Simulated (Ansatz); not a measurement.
Crystal: Sr2SO.

```
Sr S O
1.0
     4.04324    0.00000    0.00000
     0.00000    4.04324    0.00000
     0.00000    0.00000    5.71800
Sr S O
2 1 1
Cartesian
  2.0216 2.0216 2.8590
  0.0000 0.0000 0.0000
  0.0000 0.0000 2.8590
  2.0216 2.0216 0.0000
```

The cell comes from a database or a generator and needn't be the stable form of this composition.

Base run:

| Item | Value |
| --- | --- |
| Program | Ansatz 0.2.0 |
| Functional | HSE06 form with a typed share of exact exchange |
| Potentials or basis | Ansatz PAW |
| Cutoff | 420 eV (not typed: the program's choice for these potentials) |
| k mesh | 4 × 4 × 3 |
| Occupations | fermi-dirac, width 0.05 eV |
| Spin | no spin polarisation |

Its results: band gap on the k mesh 4.71 eV, direct; pressure -2.1 GPa.

Question: The run is repeated on the same cell with these changes: functional from HSE06 form with a typed share of exact exchange to HSE06; share of exact exchange from 0.5 to 0.25. What comes out?

Answer: Band gap on the k mesh 3.42 eV, direct; pressure -1.2 GPa.

Caveats: odd divisions of the mesh miss points on the zone boundary, where band edges often lie, so the gap on the mesh can be too wide; the PAW data sets come from PBE, with cores solved anew for the run's functional, which leaves a small shift of forces and pressure; the thresholds are loose for stress.

A k mesh can miss the band edges.
